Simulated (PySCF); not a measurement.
# C2H8BClS: geometry, spin-spin couplings

Wanted: the spin-spin couplings of C2H8BClS (`C[S+](C)[BH2-]Cl`), by calculation.

Computed with PySCF 2.14.0, with density-fitted response routines of our own, on a single molecule in the gas phase. Atoms are numbered from 0 throughout.

### 1 The starting structure

13 atoms, charge 0, multiplicity 1; geometry from: GFN2-xTB. The atoms were then displaced at random by about 0.01 Å, so the start is not that level's minimum.

Bonds of the start (Å): C0–S1 1.81, S1–C2 1.82, S1–B3 2.04, B3–Cl4 1.83, C0–H5 1.12, C0–H6 1.09, C0–H7 1.05, C2–H8 1.07, C2–H9 1.10, C2–H10 1.08, B3–H11 1.18, B3–H12 1.16.

### 2 Geometry optimisation at PBE0-D3(BJ)/def2-SVP

What the job is given:

```
{"job": {"xc": "PBE0", "basis": "def2-SVP", "d3": "d3bj", "grid": 1, "shake": 0.01, "kind": "geom"}, "charge": 0, "multiplicity": 1}
C     -0.994690    -1.229280    -0.377870
S     -0.253260    -0.194000     0.911480
C     -0.691220     1.449610     0.254130
B      1.714570    -0.308630     0.375110
Cl     1.752430     0.096700    -1.406040
H     -2.083090    -0.988700    -0.411650
H     -0.527050    -0.972450    -1.330170
H     -0.830440    -2.237770    -0.125680
H     -1.752230     1.542030     0.212670
H     -0.286150     2.184560     0.970630
H     -0.207510     1.565740    -0.700870
H      1.972790    -1.438030     0.584740
H      2.191660     0.513330     1.033190
```

Run with:

```
OMP_NUM_THREADS=1 python probes_run.py task.json out
```

This one command runs all jobs of the session in turn.

**Question.** This job is followed by: B3LYP/cc-pVTZ indirect spin-spin coupling, non-relativistic, gas phase; B3LYP/6-31G* indirect spin-spin coupling, non-relativistic, gas phase. What will the session give for the following? point group; rotational constants (main isotopes); largest coupling of the table (B3LYP/cc-pVTZ); range of J(B3,H11), mean over like pairs.

The runs gave:

```
                                     quantity                     value
                                  point group                        Cs
         rotational constants (main isotopes)      4.39, 1.93, 1.81 GHz
largest coupling of the table (B3LYP/cc-pVTZ)  1J(B,H) B3–H11, 141.5 Hz
     range of J(B3,H11), mean over like pairs         141.5 to 156.9 Hz
```

In words: Relaxing lowered the energy by 0.193 eV in 7 steps; the close pair that moved most is S1–B3, from 2.043 to 1.970 Å. No frequency check was run at this level, so the end point may be a saddle. Of the pairs tabulated at B3LYP/cc-pVTZ, B3–H11 (mean over like pairs) couples most strongly (141.5 Hz; Fermi contact 140.7 Hz). Couplings across rotatable bonds belong to this one conformer; where others are populated, the observed values are averages. The coupling B3–H11, as a mean over pairs of its kind, runs from 141.5 Hz (B3LYP/cc-pVTZ) to 156.9 Hz (B3LYP/6-31G*). Couplings from bases without tight functions are rough.
